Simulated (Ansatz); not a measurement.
# C₂H₃InS: up Jacob's ladder to CCSD(T)

How much do the methods differ for C₂H₃InS? The plan is to run it at one geometry with functionals of several rungs and with coupled cluster, and see how far each lands from CCSD(T) at the basis-set limit for the atomisation energy.

Method: functionals in def2-TZVPP, the program's frozen cores in correlated methods; program: Ansatz 0.2.0, Gaussian basis.

Plan: LDA (SPW92), PBE-D4, revPBE-D4, BLYP-D4, r2SCAN-D4, B97M-V, PBE0-D4, B3LYP-D4, r2SCANh-D4, r2SCAN0-D4, HSE06-D4, BHLYP-D4, CAM-B3LYP-D4, LC-ωPBE, ωB97X-V, ωB97M-V, B2PLYP, PBE-QIDH; CCSD(T)/def2-SVP; CCSD(T)/def2-TZVPP; MP2/def2-QZVPP; extrapolation to the limit; RPA on PBE.

**1. The relaxed structure**

The geometry comes from an earlier relaxation with PBE0-D4 in a triple-zeta def2 set; it is a stationary point, not always the lowest conformer. In takes the def2 core potential; no spin-orbit term is included.

SMILES `C1=[CH][InH][S]1`, 7 atoms, charge 0, spin multiplicity 1.

Atoms are counted from 1 here; the program's logs count them from 0.

Bond lengths: C1–C2 1.341 Å, C1–S4 1.775 Å, C1–H5 1.090 Å, C2–In3 2.116 Å, C2–H6 1.083 Å, In3–S4 2.485 Å, In3–H7 1.698 Å. Angles: C2–C1–S4 119.2°, C2–C1–H5 124.3°, S4–C1–H5 116.5°, C1–C2–In3 95.9°, C1–C2–H6 124.6°, In3–C2–H6 139.5°, C2–In3–S4 71.2°, C2–In3–H7 156.9°, S4–In3–H7 131.9°, C1–S4–In3 73.7°.

**2. LDA**

This LDA is Slater exchange with PW92 correlation.

in.yaml

```yaml
crystal:
  periodic: [false, false, false]
  atoms:
    - {symbol: C, position_ang: [-0.916217, 0.555408, -0.365904]}
    - {symbol: C, position_ang: [-0.038610, 0.682155, 0.639510]}
    - {symbol: In, position_ang: [1.125059, -1.008064, 0.124941]}
    - {symbol: S, position_ang: [-0.730458, -0.785755, -1.513039]}
    - {symbol: H, position_ang: [-1.755984, 1.229244, -0.537014]}
    - {symbol: H, position_ang: [-0.069097, 1.465017, 1.387421]}
    - {symbol: H, position_ang: [2.385308, -2.138014, 0.264094]}
basis:
  gaussian: {orbitals: def2-TZVPP}
hamiltonian: {xc: lda}
output: {orbitals: {seedname: orbitals}}
```

Launch:

```
ansatz run in.yaml --threads 2 --pin off --events-out ev --progress --plain --max-ram 4352MiB
```

Further steps of the session: PBE-D4 (GGA); revPBE-D4 (GGA); BLYP-D4 (GGA); r2SCAN-D4 (meta-GGA); B97M-V (meta-GGA); B3LYP-D4 (hybrid); r2SCANh-D4 (hybrid); r2SCAN0-D4 (hybrid); HSE06-D4 (hybrid); BHLYP-D4 (hybrid); CAM-B3LYP-D4 (range-separated); LC-ωPBE (range-separated); ωB97X-V (range-separated); ωB97M-V (range-separated); B2PLYP (double hybrid); PBE-QIDH (double hybrid); CCSD(T) in def2-SVP; CCSD(T) in def2-TZVPP; MP2 in def2-QZVPP; RPA on PBE orbitals.

Q: Predict the results of all the runs planned. Wanted: atomisation energy, CCSD(T)/CBS; farthest beyond LDA; mean size of error, GGA; mean size of error, meta-GGA; mean size of error, hybrid; mean size of error, range-separated; mean size of error, double hybrid; gap, smallest and largest; T1 diagnostic.

As calculated:

```
                               quantity                                                                                             value
        atomisation energy, CCSD(T)/CBS                                                                                         24.856 eV
    functionals within 0.249 eV (1.0 %)  revPBE-D4, r2SCAN-D4, B97M-V, PBE0-D4, r2SCANh-D4, HSE06-D4, LC-ωPBE, ωB97X-V, ωB97M-V, PBE-QIDH
                    farthest beyond LDA                                                                              BHLYP-D4 (-1.160 eV)
                mean size of error, GGA                                                                                          0.367 eV
           mean size of error, meta-GGA                                                                                          0.157 eV
             mean size of error, hybrid                                                                                          0.388 eV
    mean size of error, range-separated                                                                                          0.118 eV
      mean size of error, double hybrid                                                                                          0.279 eV
              gap, smallest and largest                                                              2.13 eV (BLYP-D4), 8.48 eV (LC-ωPBE)
                          T1 diagnostic                                                                                            0.0159
triples share of the correlation energy                                                                                             4.6 %
```

**Reading.** LDA overbinds by 4.168 eV (17 %). PBE-D4 is off by +0.717 eV. Double hybrids carry the basis error of their MP2 part in triple zeta, and no dispersion term here, so their miss is partly the set-up's. The rungs range-separated, meta-GGA miss on average by less than the doubt on the reference (0.249 eV), so they tie. Misses under about 0.249 eV are within the doubt on the reference itself, which lacks core-valence correlation, spin-orbit coupling and higher excitations, and its outer-core shells are covered unevenly. All levels share the lack of spin-orbit coupling, which lowers the free heavy atoms and so the true binding. Hartree-Fock recovers 69 % of the binding; the rest is correlation. CCSD(T) in def2-SVP is off by -1.725 eV, which most functionals beat. Orbital gaps span 2.1 to 8.5 eV; exact exchange widens them. Correlated methods include outer-core shells of In, which these sets cover unevenly.
